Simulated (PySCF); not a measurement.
# In²⁺: excitation energies in x2c-QZVPPall plus 1 even-tempered diffuse shell per l

Wanted: the excitation energy of indium, up a ladder of methods.

Method: unrestricted determinants in a Gaussian basis, no spin-orbit coupling in the energies. Code: PySCF 2.14.0.

## Step 1: The system

| Quantity | Value |
| --- | --- |
| Element | indium (Z = 49) |
| Basis | x2c-QZVPPall with one added diffuse shell each of s, p, d, f type (14s10p8d5f1g, 128 functions) |
| Hamiltonian | the spin-free X2C one-electron Hamiltonian (Gaussian nucleus) |
| State 1 | In²⁺: [Kr] 4d9 5s1 5p1, one real determinant (an excited configuration) |
| State 2 | In²⁺: [Kr] 4d10 5p1, 2P determinant (an excited configuration) |
| Needed too, but not shown | In²⁺ [Kr] 4d10 5s1 (2S) |
| Methods | UHF, LDA, PBE, PBE0, r2SCAN, MP2 |
| Core shells frozen in the correlated runs | valence: [Kr] 4d9; valence and next inner shell: [Ar] 3d10 (for In²⁺) |

The outer shells:

In2+ [Kr] 4d9 5s1 5p1
```
[Kr] core
4d [↑↓][↑↓][↑↓][↑↓][↑ ]
5s [↑ ]
5p [↑ ][  ][  ]
```

In2+ [Kr] 4d10 5p1
```
[Kr] core
4d [↑↓][↑↓][↑↓][↑↓][↑↓]
5p [↑ ][  ][  ]
```

One driver process ran all states and methods and kept the integrals in memory. Each run is shown as a PySCF script that sums up its settings (the driver passes frozen orbitals as a list and adds second-order terms of double hybrids); the logs are those of the runs themselves. The driver starts from symmetry-adapted Hartree-Fock orbitals, holds the occupation by maximum overlap and uses a logarithmic radial grid for functionals, so a plain start would take other cycles.

The integrals over 128 functions and the set-up took 2.7 s of CPU time.

## Step 2: In²⁺ [Kr] 4d9 5s1 5p1

#### UHF

The input, input.py:

```python
from pyscf import gto, scf, dft, mp, cc
import basis_set_exchange as bse
mol = gto.M(atom="In 0 0 0", charge=2, spin=3, symmetry="D2h",
            basis=gto.basis.parse(bse.get_basis("x2c-QZVPPall", elements=["In"], fmt="nwchem", augment_diffuse=1)),
            nucmod="G")
mf = scf.UHF(mol).sfx2c1e()
mf.irrep_nelec = {'Ag': (9, 7), 'B1g': (2, 2), 'B2g': (2, 2), 'B3g': (2, 2), 'B1u': (4, 3), 'B2u': (3, 3), 'B3u': (3, 3)}
mf.kernel()
```

Standard output:

```text
damping factor = 0
level_shift factor = 0
DIIS = <class 'pyscf.scf.diis.CDIIS'>
diis_start_cycle = 1
diis_space = 10
diis_damp = 0
SCF conv_tol = 1e-09
SCF conv_tol_grad = None
number electrons alpha = 25  beta = 22
cycle= 1 E= -5876.77833553084  delta_E= -0.00815  |g|= 0.0332  |ddm|= 0.0907
cycle= 2 E= -5876.77881319298  delta_E= -0.000478  |g|= 0.00828  |ddm|= 0.028
cycle= 3 E= -5876.77886038087  delta_E= -4.72e-05  |g|= 0.00108  |ddm|= 0.0123
cycle= 4 E= -5876.77886133231  delta_E= -9.51e-07  |g|= 0.000422  |ddm|= 0.00199
cycle= 5 E= -5876.77886135976  delta_E= -2.75e-08  |g|= 3.66e-05  |ddm|= 0.000276
cycle= 6 E= -5876.77886136092  delta_E= -1.15e-09  |g|= 7.22e-06  |ddm|= 6.76e-05
cycle= 7 E= -5876.77886136094  delta_E= -2.46e-11  |g|= 1.35e-06  |ddm|= 1.2e-05
converged SCF energy = -5876.77886136094  <S^2> = 3.752299  2S+1 = 4.0011493
```

It used 4.6 s of CPU time after the integrals (shared host).

The occupied shells:

| shell | electrons | mean orbital energy (eV) | spread (eV) | rms radius (bohr) |
| --- | --- | --- | --- | --- |
| 1s α | 1 | -28106.9 | 0 | 0.0340 |
| 1s β | 1 | -28106.7 | 0 | 0.0340 |
| 2s α | 1 | -4321.7 | 0 | 0.139 |
| 2s β | 1 | -4321.1 | 0 | 0.139 |
| 2p α | 3 | -3876.7 | 0.526 | 0.124 |
| 2p β | 3 | -3876.2 | 0.155 | 0.124 |
| 3s α | 1 | -880.41 | 0 | 0.371 |
| 3s β | 1 | -879.90 | 0 | 0.371 |
| 3p α | 3 | -730.68 | 0.944 | 0.372 |
| 3p β | 3 | -730.24 | 0.401 | 0.372 |
| 3d α | 5 | -498.06 | 0.977 | 0.352 |
| 3d β | 5 | -497.38 | 1.584 | 0.352 |
| 4s α | 1 | -170.70 | 0 | 0.902 |
| 4s β | 1 | -167.71 | 0 | 0.902 |
| 4p α | 3 | -123.36 | 2.046 | 0.980 |
| 4p β | 3 | -120.15 | 2.131 | 0.980 |
| 4d α | 5 | -52.467 | 1.993 | 1.22 |
| 4d β | 4 | -50.862 | 0.842 | 1.22 |
| 5s α | 1 | -31.312 | 0 | 2.44 |
| 5p α | 1 | -23.179 | 0 | 2.84 |

⟨S²⟩ = 3.752, ⟨L²⟩ = 8.05.

Spin-orbit constants on these orbitals (cm⁻¹; bare nucleus, screened nucleus, mean field): 4d 3579, 2848, n/a; 5p 3285, 3151, n/a. To first order in LS coupling the lowest level has J = 9/2 and lies 0.158 eV below the centre of the term.

⟨L²⟩ = 8.05 against 12 for a pure F term, so this real determinant mixes terms.

#### LDA

input.py, as changed from the run before:

```diff
@@ -5,3 +5,3 @@
             nucmod="G")
-mf = scf.UHF(mol).sfx2c1e()
+mf = dft.UKS(mol, xc="LDA,VWN").sfx2c1e()
 mf.irrep_nelec = {'Ag': (9, 7), 'B1g': (2, 2), 'B2g': (2, 2), 'B3g': (2, 2), 'B1u': (4, 3), 'B2u': (3, 3), 'B3u': (3, 3)}
```

Standard output:

```text
damping factor = 0
level_shift factor = 0
DIIS = <class 'pyscf.scf.diis.CDIIS'>
diis_start_cycle = 1
diis_space = 10
diis_damp = 0
SCF conv_tol = 1e-09
SCF conv_tol_grad = None
number electrons alpha = 25  beta = 22
XC functionals = LDA,VWN
    P. A. M. Dirac.,  Math. Proc. Cambridge Philos. Soc. 26, 376 (1930)
    F. Bloch.,  Z. Phys. 57, 545 (1929)
    S. H. Vosko, L. Wilk, and M. Nusair.,  Can. J. Phys. 58, 1200 (1980)
cycle= 1 E= -5873.48638085383  delta_E= -0.0467  |g|= 0.072  |ddm|= 0.475
cycle= 2 E= -5873.48644597557  delta_E= -6.51e-05  |g|= 0.038  |ddm|= 0.0467
cycle= 3 E= -5873.48652487972  delta_E= -7.89e-05  |g|= 0.0119  |ddm|= 0.0192
cycle= 4 E= -5873.48653935754  delta_E= -1.45e-05  |g|= 0.00123  |ddm|= 0.00623
cycle= 5 E= -5873.48651724376  delta_E= 2.21e-05  |g|= 0.00548  |ddm|= 0.0199
cycle= 6 E= -5873.48653958063  delta_E= -2.23e-05  |g|= 0.000143  |ddm|= 0.0202
cycle= 7 E= -5873.48653959363  delta_E= -1.3e-08  |g|= 3.69e-06  |ddm|= 0.000496
cycle= 8 E= -5873.48653959362  delta_E= 9.09e-13  |g|= 1.32e-06  |ddm|= 4.81e-06
converged SCF energy = -5873.48653959362  <S^2> = 3.7504666  2S+1 = 4.0002333
```

CPU time 1.4 s on a shared host, the integrals not counted.

#### PBE

input.py, as changed from the run before:

```diff
@@ -5,3 +5,3 @@
             nucmod="G")
-mf = dft.UKS(mol, xc="LDA,VWN").sfx2c1e()
+mf = dft.UKS(mol, xc="PBE").sfx2c1e()
 mf.irrep_nelec = {'Ag': (9, 7), 'B1g': (2, 2), 'B2g': (2, 2), 'B3g': (2, 2), 'B1u': (4, 3), 'B2u': (3, 3), 'B3u': (3, 3)}
```

Standard output:

```text
damping factor = 0
level_shift factor = 0
DIIS = <class 'pyscf.scf.diis.CDIIS'>
diis_start_cycle = 1
diis_space = 10
diis_damp = 0
SCF conv_tol = 1e-09
SCF conv_tol_grad = None
number electrons alpha = 25  beta = 22
XC functionals = PBE
    J. P. Perdew, K. Burke, and M. Ernzerhof.,  Phys. Rev. Lett. 77, 3865 (1996)
    J. P. Perdew, K. Burke, and M. Ernzerhof.,  Phys. Rev. Lett. 78, 1396 (1997)
    J. P. Perdew, K. Burke, and M. Ernzerhof.,  Phys. Rev. Lett. 77, 3865 (1996)
    J. P. Perdew, K. Burke, and M. Ernzerhof.,  Phys. Rev. Lett. 78, 1396 (1997)
cycle= 1 E= -5878.91867584596  delta_E= -0.0291  |g|= 0.0314  |ddm|= 0.45
cycle= 2 E= -5878.9187274472  delta_E= -5.16e-05  |g|= 0.0116  |ddm|= 0.028
cycle= 3 E= -5878.9187322356  delta_E= -4.79e-06  |g|= 0.00361  |ddm|= 0.00418
cycle= 4 E= -5878.91873339519  delta_E= -1.16e-06  |g|= 0.000783  |ddm|= 0.00209
cycle= 5 E= -5878.91873347367  delta_E= -7.85e-08  |g|= 4.17e-05  |ddm|= 0.00048
cycle= 6 E= -5878.91873347396  delta_E= -2.86e-10  |g|= 2.78e-06  |ddm|= 4.34e-05
converged SCF energy = -5878.91873347396  <S^2> = 3.750652  2S+1 = 4.000326
```

It used 1.9 s of CPU time after the integrals (shared host).

#### PBE0

input.py, as changed from the run before:

```diff
@@ -5,3 +5,3 @@
             nucmod="G")
-mf = dft.UKS(mol, xc="PBE").sfx2c1e()
+mf = dft.UKS(mol, xc="PBE0").sfx2c1e()
 mf.irrep_nelec = {'Ag': (9, 7), 'B1g': (2, 2), 'B2g': (2, 2), 'B3g': (2, 2), 'B1u': (4, 3), 'B2u': (3, 3), 'B3u': (3, 3)}
```

Standard output:

```text
damping factor = 0
level_shift factor = 0
DIIS = <class 'pyscf.scf.diis.CDIIS'>
diis_start_cycle = 1
diis_space = 10
diis_damp = 0
SCF conv_tol = 1e-09
SCF conv_tol_grad = None
number electrons alpha = 25  beta = 22
XC functionals = PBE0
    C. Adamo and V. Barone.,  J. Chem. Phys. 110, 6158 (1999)
    M. Ernzerhof and G. E. Scuseria.,  J. Chem. Phys. 110, 5029 (1999)
cycle= 1 E= -5879.00209107721  delta_E= -0.0175  |g|= 0.0234  |ddm|= 0.347
cycle= 2 E= -5879.00216037663  delta_E= -6.93e-05  |g|= 0.00773  |ddm|= 0.0363
cycle= 3 E= -5879.00216656357  delta_E= -6.19e-06  |g|= 0.00542  |ddm|= 0.0101
cycle= 4 E= -5879.00216935626  delta_E= -2.79e-06  |g|= 0.000272  |ddm|= 0.00189
cycle= 5 E= -5879.00216936977  delta_E= -1.35e-08  |g|= 4.34e-05  |ddm|= 0.000298
cycle= 6 E= -5879.00216937011  delta_E= -3.37e-10  |g|= 2.19e-06  |ddm|= 6.54e-05
converged SCF energy = -5879.00216937011  <S^2> = 3.7508641  2S+1 = 4.000432
```

CPU time 3.3 s on a shared host, the integrals not counted.

#### r2SCAN

input.py, as changed from the run before:

```diff
@@ -5,3 +5,3 @@
             nucmod="G")
-mf = dft.UKS(mol, xc="PBE0").sfx2c1e()
+mf = dft.UKS(mol, xc="R2SCAN").sfx2c1e()
 mf.irrep_nelec = {'Ag': (9, 7), 'B1g': (2, 2), 'B2g': (2, 2), 'B3g': (2, 2), 'B1u': (4, 3), 'B2u': (3, 3), 'B3u': (3, 3)}
```

Standard output:

```text
damping factor = 0
level_shift factor = 0
DIIS = <class 'pyscf.scf.diis.CDIIS'>
diis_start_cycle = 1
diis_space = 10
diis_damp = 0
SCF conv_tol = 1e-09
SCF conv_tol_grad = None
number electrons alpha = 25  beta = 22
XC functionals = R2SCAN
    J. W. Furness, A. D. Kaplan, J. Ning, J. P. Perdew, and J. Sun.,  J. Phys. Chem. Lett. 11, 8208-8215 (2020)
    J. W. Furness, A. D. Kaplan, J. Ning, J. P. Perdew, and J. Sun.,  J. Phys. Chem. Lett. 11, 9248-9248 (2020)
    J. W. Furness, A. D. Kaplan, J. Ning, J. P. Perdew, and J. Sun.,  J. Phys. Chem. Lett. 11, 8208-8215 (2020)
    J. W. Furness, A. D. Kaplan, J. Ning, J. P. Perdew, and J. Sun.,  J. Phys. Chem. Lett. 11, 9248-9248 (2020)
cycle= 1 E= -5879.34556760561  delta_E= -0.0166  |g|= 0.0364  |ddm|= 0.352
cycle= 2 E= -5879.34564084861  delta_E= -7.32e-05  |g|= 0.0143  |ddm|= 0.0445
cycle= 3 E= -5879.34564777245  delta_E= -6.92e-06  |g|= 0.00357  |ddm|= 0.00399
cycle= 4 E= -5879.34564897141  delta_E= -1.2e-06  |g|= 0.000989  |ddm|= 0.00317
cycle= 5 E= -5879.34564910256  delta_E= -1.31e-07  |g|= 6.49e-05  |ddm|= 0.000481
cycle= 6 E= -5879.3456491032  delta_E= -6.48e-10  |g|= 3.78e-06  |ddm|= 9.85e-05
converged SCF energy = -5879.3456491032  <S^2> = 3.7516808  2S+1 = 4.0008403
```

CPU time 3.8 s on a shared host, the integrals not counted.

#### MP2 (valence)

input.py, as changed from the run before:

```diff
@@ -5,4 +5,5 @@
             nucmod="G")
-mf = dft.UKS(mol, xc="R2SCAN").sfx2c1e()
+mf = scf.UHF(mol).sfx2c1e()
 mf.irrep_nelec = {'Ag': (9, 7), 'B1g': (2, 2), 'B2g': (2, 2), 'B3g': (2, 2), 'B1u': (4, 3), 'B2u': (3, 3), 'B3u': (3, 3)}
 mf.kernel()
+mp.UMP2(mf, frozen=23).kernel()
```

No log was kept for this step.

CPU time 0.25 s on a shared host, the integrals not counted.

With 2 electrons correlated, the MP2 correlation energy is -0.00209 hartree (-0.00209 same spin, 0.00000 opposite spin); the SCS form gives -0.00070. Largest pairs of shells: 5s-5p -0.0021, 5s-5s 0.0000, 5p-5p 0.0000.

#### MP2 (valence and next inner shell)

input.py, as changed from the run before:

```diff
@@ -8,2 +8,2 @@
 mf.kernel()
-mp.UMP2(mf, frozen=23).kernel()
+mp.UMP2(mf, frozen=14).kernel()
```

The driver printed no log here.

It used 1.2 s of CPU time after the integrals (shared host).

With 19 electrons correlated, the MP2 correlation energy is -0.56467 hartree (-0.19585 same spin, -0.36882 opposite spin); the SCS form gives -0.50787. Largest pairs of shells: 4d-4d -0.2619, 4p-4d -0.1369, 4p-4p -0.0447, 4d-5s -0.0342, 4s-4d -0.0285.

Radial density 4πr²ρ of In²⁺ at UHF, without picture-change correction:

| r (bohr) | density | spin density |
| --- | --- | --- |
| 0.000603 | 0.916 | 0.000 |
| 0.00101 | 2.14 | 0.000 |
| 0.00170 | 4.86 | 0.001 |
| 0.00287 | 10.6 | 0.002 |
| 0.00482 | 21.7 | 0.005 |
| 0.00811 | 39.2 | 0.008 |
| 0.0136 | 57.8 | 0.011 |
| 0.0230 | 62.8 | 0.009 |
| 0.0386 | 54.1 | 0.011 |
| 0.0649 | 68.6 | 0.049 |
| 0.109 | 76.5 | 0.117 |
| 0.184 | 54.8 | 0.292 |
| 0.309 | 62.7 | 0.171 |
| 0.520 | 21.1 | 0.275 |
| 0.874 | 21.3 | 1.088 |
| 1.47 | 6.72 | 0.955 |
| 2.47 | 1.31 | 1.026 |
| 4.16 | 0.143 | 0.142 |
| 7.00 | 0.00115 | 0.001 |

(Part 1 of 2 ends here.)
